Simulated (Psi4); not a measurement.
# C2H7BO (SMILES CBOC): DSD-PBEP86/cc-pVDZ (density fitting for correlation), part 2 of 2

Psi4 1.11.

**3. The doublet cation**

calc.inp

```
memory 1600 mb

molecule geom {
  1 2
  C     -1.306200     1.341700    -0.364700
  B     -0.434700     0.206700     0.257100
  O      0.626600    -0.267100    -0.425200
  C      1.454400    -1.289700     0.083900
  H     -0.966000     1.657000    -1.352600
  H     -2.351400     1.021300    -0.437600
  H     -1.315700     2.214600     0.297900
  H     -0.678700    -0.268200     1.340800
  H      1.446400    -2.133000    -0.610100
  H      1.113800    -1.626100     1.067400
  H      2.476800    -0.914200     0.163700
  units angstrom
  symmetry c1
  no_reorient
  no_com
}

set {
  reference            uks
  puream               true
  e_convergence        1e-09
  d_convergence        1e-08
  scf_type             pk
  dft_radial_points    99
  dft_spherical_points 590
  num_frozen_docc      4
  maxiter              100
}

E, wfn = energy("dsd-pbep86/cc-pVDZ", return_wfn=True)
```

Launch:

```console
$ psi4 -n 1 calc.inp calc.out
```

calc.out:

```text
Psi4 1.11 release

   => Loading Basis Set <=

    Name: CC-PVDZ
    Role: ORBITAL
    Keyword: BASIS

         ---------------------------------------------------------
                                   SCF
                              UKS Reference
                        1 Threads,   1525 MiB Core
         ---------------------------------------------------------

  ==> Geometry <==

    Molecular point group: c1
    Full point group: C1

    Geometry (in Angstrom), charge = 1, multiplicity = 2:

       Center              X                  Y                   Z               Mass
    ------------   -----------------  -----------------  -----------------  -----------------
         C           -1.306200000000     1.341700000000    -0.364700000000    12.000000000000
         B           -0.434700000000     0.206700000000     0.257100000000    11.009305360000
         O            0.626600000000    -0.267100000000    -0.425200000000    15.994914619570
         C            1.454400000000    -1.289700000000     0.083900000000    12.000000000000
         H           -0.966000000000     1.657000000000    -1.352600000000     1.007825032230
         H           -2.351400000000     1.021300000000    -0.437600000000     1.007825032230
         H           -1.315700000000     2.214600000000     0.297900000000     1.007825032230
         H           -0.678700000000    -0.268200000000     1.340800000000     1.007825032230
         H            1.446400000000    -2.133000000000    -0.610100000000     1.007825032230
         H            1.113800000000    -1.626100000000     1.067400000000     1.007825032230
         H            2.476800000000    -0.914200000000     0.163700000000     1.007825032230

  Running in c1 symmetry.

  Rotational constants: A =      1.12053  B =      0.12825  C =      0.12019 [cm^-1]
  Rotational constants: A =  33592.56865  B =   3844.93474  C =   3603.34921 [MHz]
  Nuclear repulsion =  114.537292039722075

  Charge       = 1
  Multiplicity = 2
  Electrons    = 31
  Nalpha       = 16
  Nbeta        = 15

  ==> Algorithm <==

  SCF Algorithm Type is PK.
  DIIS enabled.
  MOM disabled.
  Fractional occupation disabled.
  Guess Type is SAD.
  Energy threshold   = 1.00e-09
  Density threshold  = 1.00e-08
  Integral threshold = 1.00e-12

  ==> Primary Basis <==

  Basis Set: CC-PVDZ
    Blend: CC-PVDZ
    Number of shells: 45
    Number of basis functions: 91
    Number of Cartesian functions: 95
    Spherical Harmonics?: true
    Max angular momentum: 2

  ==> DFT Potential <==

   => LibXC <=

    Version 7.1.2

   => Composite Functional: DSD-PBEP86 <=

    DSD-PBEP86 SCS Double Hybrid XC Functional (not dispersion corrected)

    Deriv               =              1
    GGA                 =           TRUE
    Meta                =          FALSE

    Exchange Hybrid     =           TRUE
    MP2 Hybrid          =           TRUE

   => Exchange Functionals <=

    0.2800     XC_GGA_X_PBE

   => Exact (HF) Exchange <=

    0.7200               HF

   => Correlation Functionals <=

    0.4400     XC_GGA_C_P86

   => MP2 Correlation <=

    MP2 SCS Hybrid      =           TRUE
    MP2 OS Alpha        =       0.510000
    MP2 SS Alpha        =       0.360000

   => LibXC Density Thresholds  <==

    XC_GGA_C_P86:  1.00E-15
    XC_GGA_X_PBE:  1.00E-15

   => Molecular Quadrature <=

    Radial Scheme          =       TREUTLER
    Pruning Scheme         =           NONE
    Nuclear Scheme         =       TREUTLER

    Blocking Scheme        =         OCTREE
    BS radius alpha        =              1
    Pruning alpha          =              1
    Radial Points          =             99
    Spherical Points       =            590
    Total Points           =         607004
    Total Blocks           =           4310
    Max Points             =            256
    Max Functions          =             91
    Weights Tolerance      =       1.00E-15

  ==> Integral Setup <==

  Using in-core PK algorithm.
   Calculation information:
      Number of atoms:                  11
      Number of AO shells:              45
      Number of primitives:            123
      Number of atomic orbitals:        95
      Number of basis functions:        91

      Integral cutoff                 1.00e-12
      Number of threads:                 1

  Performing in-core PK
  Using 17526782 doubles for integral storage.
  We computed 511103 shell quartets total.
  Whereas there are 536130 unique shell quartets.

  ==> DiskJK: Disk-Based J/K Matrices <==

    J tasked:                  Yes
    K tasked:                  Yes
    wK tasked:                  No
    Memory [MiB]:              523
    Schwarz Cutoff:          1E-12

  Cached 33.3% of DFT collocation blocks in 0.426 [GiB].

  Minimum eigenvalue in the overlap matrix is 8.0094005653E-03.
  Reciprocal condition number of the overlap matrix is 1.5255115094E-03.
    Using symmetric orthogonalization.

  ==> Pre-Iterations <==

  SCF Guess: Superposition of Atomic Densities via on-the-fly atomic UHF (no occupation information).

   -------------------------
    Irrep   Nso     Nmo
   -------------------------
     A         91      91
   -------------------------
    Total      91      91
   -------------------------

  ==> Iterations <==

                        Total Energy        Delta E     RMS |[F,P]|

   @UKS iter SAD:  -178.96050198064282   -1.78961e+02   0.00000e+00
   @UKS iter   1:  -179.35506531357674   -3.94563e-01   4.56983e-03 ADIIS/DIIS
   @UKS iter   2:  -179.42545080594985   -7.03855e-02   2.92787e-03 ADIIS/DIIS
   @UKS iter   3:  -179.45813964300029   -3.26888e-02   7.32965e-04 ADIIS/DIIS
   @UKS iter   4:  -179.46031508844902   -2.17545e-03   4.30134e-04 ADIIS/DIIS
   @UKS iter   5:  -179.46134450550974   -1.02942e-03   1.12036e-04 ADIIS/DIIS
   @UKS iter   6:  -179.46163588019937   -2.91375e-04   7.11644e-05 DIIS
   @UKS iter   7:  -179.46179003132556   -1.54151e-04   4.34768e-05 DIIS
   @UKS iter   8:  -179.46186153147869   -7.15002e-05   2.71086e-05 DIIS
   @UKS iter   9:  -179.46189172928970   -3.01978e-05   1.76585e-05 DIIS
   @UKS iter  10:  -179.46190357957977   -1.18503e-05   1.64351e-05 DIIS
   @UKS iter  11:  -179.46191088978679   -7.31021e-06   1.57580e-05 DIIS
   @UKS iter  12:  -179.46192740490329   -1.65151e-05   1.48795e-05 DIIS
   @UKS iter  13:  -179.46196842265397   -4.10178e-05   1.23596e-05 DIIS
   @UKS iter  14:  -179.46202256127663   -5.41386e-05   6.50614e-06 DIIS
   @UKS iter  15:  -179.46202970178769   -7.14051e-06   3.16394e-06 DIIS
   @UKS iter  16:  -179.46203103323376   -1.33145e-06   2.41771e-06 DIIS
   @UKS iter  17:  -179.46203161950629   -5.86273e-07   1.27889e-06 DIIS
   @UKS iter  18:  -179.46203159206510    2.74412e-08   8.24148e-07 DIIS
   @UKS iter  19:  -179.46203167295400   -8.08889e-08   3.07657e-07 DIIS
   @UKS iter  20:  -179.46203167275146    2.02533e-10   9.01703e-08 DIIS
   @UKS iter  21:  -179.46203167476349   -2.01203e-09   9.25336e-08 DIIS
   @UKS iter  22:  -179.46203167352297    1.24052e-09   6.98656e-08 DIIS
   @UKS iter  23:  -179.46203167037126    3.15171e-09   6.62676e-08 DIIS
   @UKS iter  24:  -179.46203167137762   -1.00636e-09   5.80497e-08 DIIS
   @UKS iter  25:  -179.46203167683032   -5.45270e-09   3.64899e-08 DIIS
   @UKS iter  26:  -179.46203167771856   -8.88235e-10   1.23363e-08 DIIS
   @UKS iter  27:  -179.46203167774894   -3.03828e-11   4.59240e-09 DIIS
  Energy and wave function converged.

  ==> Post-Iterations <==

   Electrons on quadrature grid:
      Nalpha   =   16.0000001195 ; deviation = 1.195e-07
      Nbeta    =   15.0000002610 ; deviation = 2.610e-07
      Ntotal   =   31.0000003805 ; deviation = 3.805e-07

   @Spin Contamination Metric:   1.830414111E-02
   @S^2 Expected:                7.500000000E-01
   @S^2 Observed:                7.683041411E-01
   @S   Expected:                5.000000000E-01
   @S   Observed:                5.000000000E-01

    Orbital Energies [Eh]
    ---------------------

    Alpha Occupied:

       1A    -20.415115     2A    -11.137804     3A    -11.071150
       4A     -7.604580     5A     -1.585802     6A     -1.131804
       7A     -1.084115     8A     -0.950855     9A     -0.870613
      10A     -0.841469    11A     -0.808281    12A     -0.713936
      13A     -0.712474    14A     -0.705595    15A     -0.688058
      16A     -0.672286

    Alpha Virtual:

      17A     -0.145846    18A     -0.031031    19A     -0.019525
      20A      0.003461    21A      0.012863    22A      0.035400
      23A      0.047047    24A      0.047690    25A      0.055762
      26A      0.119221    27A      0.164240    28A      0.208396
      29A      0.225764    30A      0.250196    31A      0.345827
      32A      0.348947    33A      0.369545    34A      0.433563
      35A      0.478657    36A      0.480279    37A      0.514136
      38A      0.536499    39A      0.540781    40A      0.576146
      41A      0.581023    42A      0.610429    43A      0.624467
      44A      0.638803    45A      0.666806    46A      0.700995
      47A      0.787068    48A      0.818312    49A      0.859888
      50A      0.935375    51A      1.041997    52A      1.059362
      53A      1.119576    54A      1.129240    55A      1.177599
      56A      1.203478    57A      1.272265    58A      1.365668
      59A      1.391695    60A      1.458735    61A      1.483195
      62A      1.560292    63A      1.561867    64A      1.594353
      65A      1.620522    66A      1.629073    67A      1.643182
      68A      1.653183    69A      1.671417    70A      1.799035
      71A      1.803439    72A      1.810017    73A      1.954926
      74A      1.973260    75A      2.028481    76A      2.036167
      77A      2.106102    78A      2.127492    79A      2.139618
      80A      2.291615    81A      2.397455    82A      2.416335
      83A      2.442984    84A      2.460016    85A      2.480792
      86A      2.550871    87A      2.773756    88A      2.917992
      89A      2.950428    90A      3.217065    91A      3.275080

    Beta Occupied:

       1A    -20.394818     2A    -11.137327     3A    -11.065943
       4A     -7.604912     5A     -1.532772     6A     -1.114016
       7A     -1.064222     8A     -0.898342     9A     -0.826629
      10A     -0.802846    11A     -0.747700    12A     -0.710599
      13A     -0.692587    14A     -0.662776    15A     -0.641401

    Beta Virtual:

      16A     -0.393789    17A     -0.144076    18A     -0.026207
      19A     -0.014599    20A      0.013061    21A      0.024418
      22A      0.038179    23A      0.048112    24A      0.052530
      25A      0.061297    26A      0.130958    27A      0.183849
      28A      0.207137    29A      0.240276    30A      0.263435
      31A      0.346716    32A      0.362728    33A      0.376840
      34A      0.435997    35A      0.481779    36A      0.487849
      37A      0.531210    38A      0.543799    39A      0.558398
      40A      0.581451    41A      0.584415    42A      0.621367
      43A      0.628738    44A      0.650372    45A      0.674818
      46A      0.700975    47A      0.795475    48A      0.826139
      49A      0.872364    50A      0.954616    51A      1.047104
      52A      1.069431    53A      1.137669    54A      1.152156
      55A      1.181765    56A      1.226899    57A      1.291469
      58A      1.368140    59A      1.392052    60A      1.486979
      61A      1.497629    62A      1.564290    63A      1.569811
      64A      1.597109    65A      1.631388    66A      1.636983
      67A      1.644019    68A      1.661003    69A      1.680164
      70A      1.808631    71A      1.815476    72A      1.819521
      73A      1.962974    74A      1.979952    75A      2.038588
      76A      2.041117    77A      2.116310    78A      2.132937
      79A      2.149260    80A      2.312401    81A      2.403438
      82A      2.421307    83A      2.446663    84A      2.461777
      85A      2.483422    86A      2.555980    87A      2.813664
      88A      2.955993    89A      2.961445    90A      3.257902
      91A      3.299245

    Final Occupation by Irrep:
              A
    DOCC [    15 ]
    SOCC [     1 ]
    NA   [    16 ]
    NB   [    15 ]

  @UKS Final Energy:  -179.46203167774894

   => Energetics <=

    Nuclear Repulsion Energy =            114.5372920397220753
    One-Electron Energy =                -461.8481974278694224
    Two-Electron Energy =                 175.2016010091313660
    DFT Exchange-Correlation Energy =      -7.3527272987329289
    Empirical Dispersion Energy =           0.0000000000000000
    VV10 Nonlocal Energy =                  0.0000000000000000
    Total Energy =                       -179.4620316777489393

  UHF NO Occupations:
  HONO-2 :   14  A 1.9975052
  HONO-1 :   15  A 1.9946158
  HONO-0 :   16  A 1.0000000
  LUNO+0 :   17  A 0.0053842
  LUNO+1 :   18  A 0.0024948
  LUNO+2 :   19  A 0.0005076
  LUNO+3 :   20  A 0.0002886

Computation Completed

Properties will be evaluated at   0.000000,   0.000000,   0.000000 [a0]

Properties computed using the SCF density matrix

 Multipole Moments:

 ------------------------------------------------------------------------------------
     Multipole            Electronic (a.u.)      Nuclear  (a.u.)        Total (a.u.)
 ------------------------------------------------------------------------------------

 L = 1.  Multiply by 2.5417464519 to convert [e a0] to [Debye]
 Dipole X            :         -6.5048338            6.5265471            0.0217133
 Dipole Y            :          1.3168960           -1.5871810           -0.2702849
 Dipole Z            :          6.7008083           -6.2954336            0.4053747
 Magnitude           :                                                    0.4877028

 ------------------------------------------------------------------------------------

	total time  =         62 seconds =       1.03 minutes

   => Loading Basis Set <=

    Name: (CC-PVDZ AUX)
    Role: RIFIT
    Keyword: DF_BASIS_MP2

	 --------------------------------------------------------
	                          DF-MP2
	      2nd-Order Density-Fitted Moller-Plesset Theory
	              UMP2 Wavefunction,   1 Threads

	 --------------------------------------------------------

	 --------------------------------------------------------
	                 NBF =    91, NAUX =   322
	 --------------------------------------------------------
	   CLASS    FOCC     OCC    AOCC    AVIR     VIR    FVIR
	   ALPHA       4      16      12      75      75       0
	    BETA       4      15      11      76      76       0
	 --------------------------------------------------------

	-----------------------------------------------------------
	 ==================> DF-MP2 Energies <====================
	-----------------------------------------------------------
	 Reference Energy          =    -179.4620316777489393 [Eh]
	 Singles Energy            =      -0.0000000000000000 [Eh]
	 Same-Spin Energy          =      -0.1497055093843586 [Eh]
	 Opposite-Spin Energy      =      -0.4695327989263571 [Eh]
	 Correlation Energy        =      -0.6192383083107157 [Eh]
	 Total Energy              =    -180.0812699860596524 [Eh]
	-----------------------------------------------------------
	 ================> DF-SCS-MP2 Energies <==================
	-----------------------------------------------------------
	 SCS Same-Spin Scale       =       0.3600000000000000 [-]
	 SCS Opposite-Spin Scale   =       0.5100000000000000 [-]
	 SCS Same-Spin Energy      =      -0.0538939833783691 [Eh]
	 SCS Opposite-Spin Energy  =      -0.2394617274524421 [Eh]
	 SCS Correlation Energy    =      -0.6133411951730813 [Eh]
	 SCS Total Energy          =    -180.0753728729220313 [Eh]
	-----------------------------------------------------------

    DSD-PBEP86 Energy Summary
    -------------------------
    DFT Reference Energy                  =  -179.4620316777489393
    Scaled MP2 Correlation                =    -0.2933557108308112
    @Final double-hybrid DFT total energy =  -179.7553873885797486

	total time  =          0 seconds =       0.00 minutes

    Psi4 run time: 0:01:02.10
```

It took 63 s on 1 thread of Intel Xeon Platinum 8559C (Emerald Rapids), shared host; peak memory 0.85 GiB.

**4. What came out**

What follows sums up all 2 parts.

At DSD-PBEP86/cc-pVDZ (density fitting for correlation), 4 core orbitals frozen:

```
                                                                quantity          value
                                            singlet C2H7BO: total energy  -180.15386 Eh
                       singlet C2H7BO: HOMO energy (SCF part's orbitals)      -10.63 eV
                       singlet C2H7BO: LUMO energy (SCF part's orbitals)        2.78 eV
                     singlet C2H7BO: HOMO–LUMO gap (SCF part's orbitals)       13.41 eV
                                            doublet cation: total energy  -179.75539 Eh
doublet cation: HOMO energy (SCF part's orbitals) (highest over α and β)      -17.45 eV
 doublet cation: LUMO energy (SCF part's orbitals) (lowest over α and β)      -10.72 eV
                                                    doublet cation: ⟨S²⟩          0.768
                      vertical ionisation energy (to the doublet cation)      10.843 eV
```

What this shows: The vertical ionisation energy comes to 10.84 eV (1046 kJ/mol). The negative HOMO energy of the first species, 10.63 eV, lies 0.21 eV below that difference.
